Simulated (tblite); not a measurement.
# C15H24O: the cost of one run

Computed with tblite 0.8.0 (tight binding) and PySCF 2.14.0 (DFT, with response routines of our own); each step states its level. Atoms count from 0 throughout.

## 1. The molecule as given

40 atoms, charge 0, multiplicity 1; geometry from: MMFF94s geometry.

Bonds of the start (Å): C0–C1 1.33, C0–H16 1.08, C0–H17 1.09, C10–C11 1.53, C10–H29 1.10, C10–H30 1.10, C11–C12 1.50, C11–H31 1.10, C11–H32 1.10, C12–C13 1.35, C12–H33 1.09, C13–C14 1.49, C13–H34 1.09, C14–C15 1.52, C14–H35 1.10, C14–H36 1.10, C15–H37 1.10, C15–H38 1.10, C15–H39 1.09, C1–H18 1.10, C1–O2 1.36, C3–C4 1.51, C3–H19 1.08, C3–H20 1.09 and more.

## 2. GFN2-xTB relaxation, conformer 1

Job settings and geometry (Å):

```
{"job": {"xc": "GFN2-xTB", "basis": "xTB", "kind": "relax"}, "charge": 0, "multiplicity": 1}
C      6.287200    -1.529200    -2.263000
C      6.162900    -1.200100    -0.978100
O      5.066200    -1.194800    -0.170700
C      3.815300    -1.556400    -0.782000
C      2.762700    -1.502600     0.300300
C      1.634900    -0.770800     0.210400
C      0.594200    -0.716300     1.288300
C      0.452700     0.698600     1.871300
C     -0.617900     0.742300     2.925700
C     -1.782100     1.429500     2.895800
C     -2.285400     2.331100     1.794400
C     -3.501300     1.759400     1.054300
C     -3.164700     0.558900     0.226700
C     -3.196900     0.533500    -1.127300
C     -2.853800    -0.661800    -1.947100
C     -4.042400    -1.146900    -2.755400
H      7.249800    -1.479600    -2.744500
H      5.437500    -1.840700    -2.871800
H      7.026400    -0.894700    -0.374500
H      3.582900    -0.881800    -1.593500
H      3.870200    -2.586500    -1.143200
H      2.958300    -2.096200     1.181400
H      1.451800    -0.163900    -0.662600
H      0.828000    -1.432300     2.096300
H     -0.357600    -1.045300     0.863100
H      0.239900     1.399700     1.061500
H      1.395200     1.011700     2.324900
H     -0.419100     0.149200     3.816900
H     -2.438100     1.343300     3.751400
H     -2.573700     3.282100     2.271400
H     -1.489900     2.589500     1.078600
H     -4.286000     1.488000     1.768400
H     -3.920500     2.553600     0.418000
H     -2.867600    -0.341600     0.769600
H     -3.485000     1.433600    -1.675200
H     -2.025000    -0.404000    -2.625000
H     -2.496300    -1.491000    -1.320300
H     -3.756700    -2.013300    -3.372900
H     -4.391100    -0.372300    -3.446400
H     -4.881300    -1.434100    -2.116600
```

Started as:

```
$ OMP_NUM_THREADS=1 python ens_run.py task.json out
```

The driver reads the study from task.json and runs its stages one after another.

**Question.** How long does this first job take on 1 thread of Intel Xeon 6975P-C, shared host?

About 7.7 s.
